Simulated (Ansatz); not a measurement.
# BaSrCaMgSi2O8: the cost of one run

Method: DFT, PBE, plane-wave PAW, default files, scalar-relativistic, as far as a step names no other, in Ansatz 0.2.0.

### 1 The structure to begin with

It takes space group P3m1 (No. 156, trigonal). Conventional cell: a = 5.532 Å, b = 5.532 Å, c = 6.991 Å, α = 90.00°, β = 90.00°, γ = 120.00°. Around Ba (site symmetry 3m) lie 12 O at 2.80 to 3.19 Å. Sr (site symmetry 3m) has 1 O at 2.36 Å as nearest neighbours. Around Ca (site symmetry 3m) lie 1 O at 2.27 Å. Mg (site symmetry 3m) has 6 O at 2.08 to 2.09 Å as nearest neighbours. Si (site symmetry 3m) is surrounded by 4 O at 1.61 to 1.66 Å. Si (site symmetry 3m) has 4 O at 1.63 to 1.66 Å as nearest neighbours. Around O (site symmetry 3m) lie 1 Si at 1.61 Å. O (site symmetry 3m) is surrounded by 1 Si at 1.63 Å and 1 Ca at 2.27 Å. Only part of the 10 independent sites is listed.

Coordinates:

```
CELL_PARAMETERS angstrom
5.53167 0.00000 0.00000
-2.76584 4.79057 0.00000
0.00000 0.00000 6.99093
ATOMIC_POSITIONS crystal
Ba 0.33333 0.66667 0.49904
Sr 0.66667 0.33333 0.84077
Ca 0.00000 0.00000 0.16747
Mg 0.33333 0.66667 0.00000
Si 0.66667 0.33333 0.27233
Si 0.00000 0.00000 0.72613
O 0.66667 0.33333 0.50262
O 0.00000 0.00000 0.49278
O 0.50797 0.49203 0.17777
O 0.50797 0.01593 0.17777
O 0.98407 0.49203 0.17777
O 0.15815 0.84185 0.82186
O 0.15815 0.31630 0.82186
O 0.68370 0.84185 0.82186
```

### 2 First run, atoms as given

input.yaml

```yaml
crystal:
  lattice:
    - [5.5316702205, 0.0, 0.0]
    - [-2.7658351102, 4.7905669363, 0.0]
    - [0.0, 0.0, 6.99093]
  atoms:
    - { symbol: Ba, position: [0.3333333333, 0.6666666667, 0.499039] }
    - { symbol: Sr, position: [0.6666666667, 0.3333333333, 0.840771] }
    - { symbol: Ca, position: [0.0, 0.0, 0.167471] }
    - { symbol: Mg, position: [0.3333333333, 0.6666666667, 4.0e-06] }
    - { symbol: Si, position: [0.6666666667, 0.3333333333, 0.272328] }
    - { symbol: Si, position: [0.0, 0.0, 0.72613] }
    - { symbol: O, position: [0.6666666667, 0.3333333333, 0.502616] }
    - { symbol: O, position: [0.0, 0.0, 0.492783] }
    - { symbol: O, position: [0.5079673333, 0.4920326667, 0.177766] }
    - { symbol: O, position: [0.5079673333, 0.0159346667, 0.177766] }
    - { symbol: O, position: [0.9840653333, 0.4920326667, 0.177766] }
    - { symbol: O, position: [0.1581513333, 0.8418486667, 0.821856] }
    - { symbol: O, position: [0.1581513333, 0.3163026667, 0.821856] }
    - { symbol: O, position: [0.6836973333, 0.8418486667, 0.821856] }
kpoints:
  mp_grid: { grid: [5, 5, 4] }
scf:
  occupations: { method: fermi_dirac, width: 0.02 }
hamiltonian:
  xc: pbe
  pseudopotentials: { kind: paw }
output:
  forces: true
  stress: true
  populations: true
  efg:
    quadrupole_moments_barn: { Ba: 0.236, Sr: 0.305, Ca: -0.0408, Mg: 0.1994, O: -0.02558 }
    contact_densities: true
```

Command:

```
> ansatz run input.yaml --threads 1 --pin off --max-ram 2560MiB --backend cpu --events-out ev --progress --plain --runs-dir out
```

What time and memory should one allow on 1 thread of Arm Neoverse V2, shared host?

About 25 s, with a peak of 0.57 GiB.
